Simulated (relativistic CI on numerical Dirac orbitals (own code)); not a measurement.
**V¹³⁺: one ion under different settings**

Aim: see what numerical and physical settings do to the SCF, the total energy and the lowest levels of V¹³⁺.

The numbers are computed with relativistic CI on numerical Dirac orbitals (own code) version 3 (Dirac-Coulomb-Breit CI, KLI orbitals optimised for each configuration, model QED (radiative potential, 1s self-energy scaled to tabulated hydrogen-like ionisation energies), numerical settings as typed), except any that are marked as measured or tabulated.

## Step 1: The system

| Quantity | Value |
| --- | --- |
| ion | V¹³⁺ (V XIV) |
| nuclear charge | 23 |
| electrons | 10 |
| isotope | A = 51 |

## Step 2: Usual settings

Settings of the run:

```ini
atom V  Z=23  charge=13  electrons=10
nucleus A=51  rms_radius_fm=3.6002
hamiltonian dirac-coulomb  breit=on  qed=on  c_scale=1
orbitals kli  potential=per-configuration
slater_scale 1
correlation none
mixing on
grid step=0.0125 r_max=7.3
scf mixing=0.4 start=green max_iterations=150 tolerance=2e-08 node_fill=0.05
configurations
  [He] 2s2 2p6
  [He] 2s2 2p5 3s
  [He] 2s2 2p5 3p
end
```

Launch:

```sh
> python run_levels.py task.json out
```

The settings of every run stand in task.json; they run in order.

## Step 3: QED terms off, speed-of-light factor 1.25, start potential thomas-fermi

Settings of the run:

```ini
atom V  Z=23  charge=13  electrons=10
nucleus A=51  rms_radius_fm=3.6002
hamiltonian dirac-coulomb  breit=on  qed=off  c_scale=1.25
orbitals kli  potential=per-configuration
slater_scale 1
correlation none
mixing on
grid step=0.0125 r_max=7.3
scf mixing=0.4 start=thomas-fermi max_iterations=150 tolerance=2e-08 node_fill=0.05
configurations
  [He] 2s2 2p6
  [He] 2s2 2p5 3s
  [He] 2s2 2p5 3p
end
```

## Step 4: End of the grid 5.11, iteration limit 20

Settings of the run:

```ini
atom V  Z=23  charge=13  electrons=10
nucleus A=51  rms_radius_fm=3.6002
hamiltonian dirac-coulomb  breit=on  qed=on  c_scale=1
orbitals kli  potential=per-configuration
slater_scale 1
correlation none
mixing on
grid step=0.0125 r_max=5.11
scf mixing=0.4 start=green max_iterations=20 tolerance=2e-08 node_fill=0.05
configurations
  [He] 2s2 2p6
  [He] 2s2 2p5 3s
  [He] 2s2 2p5 3p
end
```

## Step 5: Tolerance 1e-10, iteration limit 20, node fill 0.2

The settings differ from step 4 so:

```diff
@@ -7,4 +7,4 @@
 mixing on
-grid step=0.0125 r_max=5.11
-scf mixing=0.4 start=green max_iterations=20 tolerance=2e-08 node_fill=0.05
+grid step=0.0125 r_max=7.3
+scf mixing=0.4 start=green max_iterations=20 tolerance=1e-10 node_fill=0.2
 configurations
```

## Step 6: Tolerance 1e-10, start potential bare

The settings differ from step 5 so:

```diff
@@ -8,3 +8,3 @@
 grid step=0.0125 r_max=7.3
-scf mixing=0.4 start=green max_iterations=20 tolerance=1e-10 node_fill=0.2
+scf mixing=0.4 start=bare max_iterations=150 tolerance=1e-10 node_fill=0.05
 configurations
```

## Step 7: Nuclear radius 36.002

Settings of the run:

```ini
atom V  Z=23  charge=13  electrons=10
nucleus A=51  rms_radius_fm=36.0020
hamiltonian dirac-coulomb  breit=on  qed=on  c_scale=1
orbitals kli  potential=per-configuration
slater_scale 1
correlation none
mixing on
grid step=0.0125 r_max=7.3
scf mixing=0.4 start=green max_iterations=61 tolerance=2e-08 node_fill=0.05
configurations
  [He] 2s2 2p6
  [He] 2s2 2p5 3s
  [He] 2s2 2p5 3p
end
```

(Steps that only read results are left out.)

What does the calculation give? Wanted: lowest level, usual settings; total energy; first excitation.

The runs gave:

| setting | total energy less usual (Ha) | largest shift of a level among the lowest eight of both runs, same label and place (cm⁻¹) | SCF iterations | time | lowest level | kind of change |
| --- | --- | --- | --- | --- | --- | --- |
| usual | 0 | 0 | 27 | 0.041 s | 2p6 1S0 | - |
| QED terms off, speed-of-light factor 1.25, start potential thomas-fermi | 1.58 | 12500 | 27 | 0.03 s | 2p6 1S0 | unphysical constant |
| end of the grid 5.11, iteration limit 20 | 0 | 0 | 27 | 0.04 s | 2p6 1S0 | numerical |
| tolerance 1e-10, iteration limit 20, node fill 0.2 | 3.2e-05 | 133 | 31 | 0.042 s | 2p6 1S0 | numerical |
| tolerance 1e-10, start potential bare | 0 | 0 | 33 | 0.045 s | 2p6 1S0 | numerical |
| nuclear radius 36.002 | 0.197 | 542 | 27 | 0.041 s | 2p6 1S0 | unsound |

```
                    quantity         value
lowest level, usual settings       2p6 1S0
                total energy  -876.7306 Ha
            first excitation     518.81 eV
```

**Reading.** Among the runs whose levels can be followed, they move most under «QED terms off, speed-of-light factor 1.25, start potential thomas-fermi» (unphysical constant), by up to 12500 cm⁻¹. No visible change in the result comes from «end of the grid 5.11, iteration limit 20» or «tolerance 1e-10, start potential bare». Only the listed configurations are in the model.
